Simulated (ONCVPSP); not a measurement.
**Platinum: generating and testing an ONCV potential**

Do these settings give a usable potential? It is generated, then checked for transferability, scattering, ghosts and hardness.

The numbers are computed with ONCVPSP 4.0.1.1 (patched build) (PBE, scalar-relativistic, spin-unpolarised reference atom).

**1. The design**

Typed settings, in words:

- element: platinum (Pt, Z = 78)
- type: optimised norm-conserving Vanderbilt (ONCV)
- frozen core: [Kr] 4d10
- valence charge: 32
- reference configuration: 4f14 5s2 5p6 5d9 6p1
- partial waves: 5s: rc 1.35 bohr, ncon 4, nbas 9, qcut 8.6 1/bohr, 1 projector; 5p+6p: rc 1.95 bohr, ncon 3, nbas 6, qcut 6.9 1/bohr, 2 projectors; 5d: rc 1.85 bohr, ncon 4, nbas 9, qcut 6.7 1/bohr, 2 projectors, debl 1.9 Ha; 4f: rc 0.95 bohr, ncon 4, nbas 9, qcut 17.4 1/bohr, local
- local potential: the f channel
- core correction: Teter function fitted to the true core (icmod 2), fcfact 0.2

The outer shells as boxes (Hund's rule for the drawing; the calculation is spin-unpolarised):

```
[Kr] core
4d [↑↓][↑↓][↑↓][↑↓][↑↓]
4f [↑↓][↑↓][↑↓][↑↓][↑↓][↑↓][↑↓]
5s [↑↓]
5p [↑↓][↑↓][↑↓]
5d [↑↓][↑↓][↑↓][↑↓][↑ ]
6p [↑ ][  ][  ]
```

The nodes and maxima of the atom's own shells, from an earlier all-electron run, set the scale for the radii.

All-electron outer shells of the reference configuration (PBE, scalar-relativistic, ld1.x):

| shell | level (eV) | outermost node (bohr) | outermost maximum (bohr) |
| --- | --- | --- | --- |
| 4d | -308.85 | 0.20 | 0.42 |
| 5s | -103.87 | 0.49 | 0.87 |
| 4f | -72.10 | – | 0.38 |
| 5p | -58.09 | 0.53 | 0.98 |
| 5d | -8.11 | 0.57 | 1.26 |
| 6s | -7.13 | 1.14 | 2.35 |
| 6p | -1.84 | 1.36 | 3.47 |

**2. The generation run**

File Pt.dat:

```
# ATOM AND REFERENCE CONFIGURATION
# atsym  z   nc   nv     iexc    psfile
  Pt 78.00    9    5        4      upf
#
#   n    l    f
    1    0    2.00
    2    0    2.00
    2    1    6.00
    3    0    2.00
    3    1    6.00
    3    2   10.00
    4    0    2.00
    4    1    6.00
    4    2   10.00
    4    3   14.00
    5    0    2.00
    5    1    6.00
    5    2    9.00
    6    1    1.00
#
# PSEUDOPOTENTIAL AND OPTIMIZATION
# lmax
    3
#
#   l,   rc,      ep,       ncon, nbas, qcut
    0    1.35    0.00    4    9    8.60
    1    1.95    0.00    3    6    6.90
    2    1.85    0.00    4    9    6.70
    3    0.95    0.00    4    9   17.40
#
# LOCAL POTENTIAL
# lloc, lpopt,  rc(5),   dvloc0
    3    5    0.95    0.00
#
# VANDERBILT-KLEINMAN-BYLANDER PROJECTORs
# l, nproj, debl
    0    1    1.70
    1    2    0.40
    2    2    1.90
    3    0    1.90
#
# MODEL CORE CHARGE
# icmod, fcfact, rcfact
    2    0.20    0.75
#
# LOG DERIVATIVE ANALYSIS
# epsh1, epsh2, depsh
   -5.00    5.00    0.04
#
# OUTPUT GRID
# rlmax, drl
    6.00    0.01
#
# TEST CONFIGURATIONS
# ncnf
    4
# nvcnf
#   n    l    f
    6
    4    3   14.00
    5    0    2.00
    5    1    6.00
    5    2    9.00
    6    1    0.00
    6    0    1.00
#
    5
    4    3   14.00
    5    0    2.00
    5    1    6.00
    5    2    9.00
    6    1    0.00
#
    5
    4    3   14.00
    5    0    2.00
    5    1    6.00
    5    2    8.00
    6    1    0.00
#
    5
    4    3   14.00
    5    0    2.00
    5    1    6.00
    5    2   10.00
    6    1    0.00
#
```

The run is started by

```bash
$ oncvpsp.x < Pt.dat > Pt.out
```

**Question.** What will these runs give? Wanted: cutoffs for 1 and 0.1 mHa per electron, occupied waves; bound ghosts; GHOST(+) flags; largest test error; largest phase difference near zero energy, channels read; rms error of d²Exc/dn², without and with the model core.

The runs gave:

| quantity | value |
| --- | --- |
| cutoffs for 1 and 0.1 mHa per electron, occupied waves | 139 Ha and 160 Ha |
| bound ghosts | s at -865.42 eV, p at -218.86 eV |
| GHOST(+) flags | d at 263 eV |
| largest test error (AE − PS) | +5.2 meV, for 4f14 5s2 5p6 5d9 6s1 6p0 |
| largest phase difference near zero energy, channels read | 0.118 rad |
| rms error of d²Exc/dn², without and with the model core | 4.97 and 2.33 mHa |

It has a bound ghost (s, p), a state that the atom doesn't have, and that rules the file out. By total energies transferability is good: the largest error is 5.2 meV on 5.0 eV, for 4f14 5s2 5p6 5d9 6s1 6p0. Atomic tests can pass in spite of a ghost, since they solve only for the levels asked. By its cutoff, 139 Ha for the looser tolerance, it is very hard. At the looser tolerance the 4f wave is the slowest; 5s needs 30 Ha. Near zero energy the largest phase difference among the channels read is 0.12 rad, in the f channel. The program also flags highly localised states, GHOST(+) (d). These are tests on the free atom; a crystal test is still owed.
